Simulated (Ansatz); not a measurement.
# GaSi3H9: one species, many methods

How much do the methods differ for GaSi3H9? The plan is to run it at one geometry with functionals of several rungs and with coupled cluster. The yardstick is the atomisation energy at the CCSD(T) limit.

Computed with Ansatz 0.2.0, Gaussian basis. Level: functionals in def2-TZVPP, the program's frozen cores in correlated methods.

Plan: LDA (SPW92), PBE-D4, revPBE-D4, BLYP-D4, r2SCAN-D4, B97M-V, PBE0-D4, B3LYP-D4, r2SCANh-D4, r2SCAN0-D4, HSE06-D4, BHLYP-D4, CAM-B3LYP-D4, LC-ωPBE, ωB97X-V, ωB97M-V, B2PLYP, PBE-QIDH; CCSD(T)/def2-SVP; CCSD(T)/def2-TZVPP; MP2/def2-QZVPP; extrapolation to the limit; RPA on PBE.

### Step 1. The relaxed structure

All runs share one geometry, relaxed beforehand with PBE0-D4 in a triple-zeta def2 set.

SMILES `[SiH3][Ga]([SiH3])[SiH3]`, 13 atoms, charge 0, spin multiplicity 1.

Atoms are counted from 1 here; the program's logs count them from 0.

Bond lengths: Si1–Ga2 2.419 Å, Si1–H5 1.489 Å, Si1–H6 1.493 Å, Si1–H7 1.489 Å, Ga2–Si3 2.419 Å, Ga2–Si4 2.419 Å, Si3–H8 1.489 Å, Si3–H9 1.489 Å, Si3–H10 1.493 Å, Si4–H11 1.489 Å, Si4–H12 1.493 Å, Si4–H13 1.489 Å. Angles: Ga2–Si1–H5 112.7°, Ga2–Si1–H6 107.9°, Ga2–Si1–H7 112.7°, H5–Si1–H6 107.6°, H5–Si1–H7 108.2°, H6–Si1–H7 107.6°, Si1–Ga2–Si3 119.9°, Si1–Ga2–Si4 119.9°, Si3–Ga2–Si4 119.9°, Ga2–Si3–H8 112.7°, Ga2–Si3–H9 112.7°, Ga2–Si3–H10 107.9°, H8–Si3–H9 108.2°, H8–Si3–H10 107.6°, H9–Si3–H10 107.6°, Ga2–Si4–H11 112.7°, Ga2–Si4–H12 107.9°, Ga2–Si4–H13 112.7° and more.

Coordinates:

```xyz
13

Si   -0.4194    2.1932   -0.9223
Ga    0.0527   -0.0241   -0.0770
Si    1.9636   -0.3854    1.3625
Si   -1.4928   -1.8351   -0.5079
H    -1.1833    2.1703   -2.2006
H    -1.2565    2.9025    0.0900
H     0.8134    3.0022   -1.1321
H     2.4805   -1.7804    1.2903
H     3.0899    0.5432    1.0672
H     1.5324   -0.1373    2.7700
H    -0.8326   -3.1701   -0.4921
H    -2.5217   -1.8288    0.5737
H    -2.2057   -1.6848   -1.8069
```

### Step 2. LDA

This LDA is Slater exchange with PW92 correlation.

The input, in.yaml:

```yaml
crystal:
  periodic: [false, false, false]
  atoms:
    - {symbol: Si, position_ang: [-0.419414, 2.193174, -0.922266]}
    - {symbol: Ga, position_ang: [0.052729, -0.024140, -0.077000]}
    - {symbol: Si, position_ang: [1.963557, -0.385429, 1.362483]}
    - {symbol: Si, position_ang: [-1.492794, -1.835103, -0.507896]}
    - {symbol: H, position_ang: [-1.183278, 2.170263, -2.200640]}
    - {symbol: H, position_ang: [-1.256530, 2.902516, 0.089963]}
    - {symbol: H, position_ang: [0.813406, 3.002156, -1.132130]}
    - {symbol: H, position_ang: [2.480460, -1.780393, 1.290326]}
    - {symbol: H, position_ang: [3.089926, 0.543182, 1.067226]}
    - {symbol: H, position_ang: [1.532424, -0.137318, 2.769986]}
    - {symbol: H, position_ang: [-0.832616, -3.170090, -0.492070]}
    - {symbol: H, position_ang: [-2.521657, -1.828770, 0.573719]}
    - {symbol: H, position_ang: [-2.205716, -1.684848, -1.806901]}
basis:
  gaussian: {orbitals: def2-TZVPP}
hamiltonian: {xc: lda}
output: {orbitals: {seedname: orbitals}}
```

The run is started by

```sh
ansatz run in.yaml --threads 4 --pin off --events-out ev --progress --plain --max-ram 10444MiB
```

Further steps of the session: PBE-D4 (GGA); revPBE-D4 (GGA); BLYP-D4 (GGA); r2SCAN-D4 (meta-GGA); B97M-V (meta-GGA); PBE0-D4 (hybrid); B3LYP-D4 (hybrid); r2SCANh-D4 (hybrid); r2SCAN0-D4 (hybrid); HSE06-D4 (hybrid); BHLYP-D4 (hybrid); CAM-B3LYP-D4 (range-separated); LC-ωPBE (range-separated); ωB97X-V (range-separated); ωB97M-V (range-separated); B2PLYP (double hybrid); PBE-QIDH (double hybrid); CCSD(T) in def2-SVP; CCSD(T) in def2-TZVPP; MP2 in def2-QZVPP; RPA on PBE orbitals.

Q: Predict the results of all the runs planned. Wanted: atomisation energy, CCSD(T)/CBS; farthest beyond LDA; mean size of error, GGA; mean size of error, meta-GGA; mean size of error, hybrid; mean size of error, range-separated; mean size of error, double hybrid; gap, smallest and largest; T1 diagnostic.

The runs gave:

```
                               quantity                                                                                          value
        atomisation energy, CCSD(T)/CBS                                                                                      36.792 eV
    functionals within 0.368 eV (1.0 %)  r2SCAN-D4, B97M-V, B3LYP-D4, r2SCANh-D4, r2SCAN0-D4, BHLYP-D4, CAM-B3LYP-D4, ωB97X-V, ωB97M-V
                    farthest beyond LDA                                                                          revPBE-D4 (-1.182 eV)
                mean size of error, GGA                                                                                       0.924 eV
           mean size of error, meta-GGA                                                                                       0.118 eV
             mean size of error, hybrid                                                                                       0.373 eV
    mean size of error, range-separated                                                                                       0.328 eV
      mean size of error, double hybrid                                                                                       0.695 eV
              gap, smallest and largest                                                       2.80 eV (LDA (SPW92)), 9.16 eV (LC-ωPBE)
                          T1 diagnostic                                                                                         0.0136
triples share of the correlation energy                                                                                          3.6 %
```

**Reading.** LDA overbinds by 3.343 eV (9 %). PBE-D4 misses by -0.761 eV. Double hybrids carry the basis error of their MP2 part in triple zeta, and no dispersion term here, so their miss is partly the set-up's. The rungs meta-GGA, range-separated miss on average by less than the doubt on the reference (0.368 eV), so they tie. The reference freezes the cores and leaves out relativity and excitations past (T), and its outer-core shells are covered unevenly, so misses under about 0.368 eV can't be ranked. Hartree-Fock recovers 76 % of the binding; the rest is correlation. CCSD(T) in def2-SVP is off by -2.462 eV, which most functionals beat. The gap grows from 2.8 to 9.2 eV across the functionals, mostly with the share of exact exchange. Correlated methods include outer-core shells of Ga, which these sets cover unevenly.
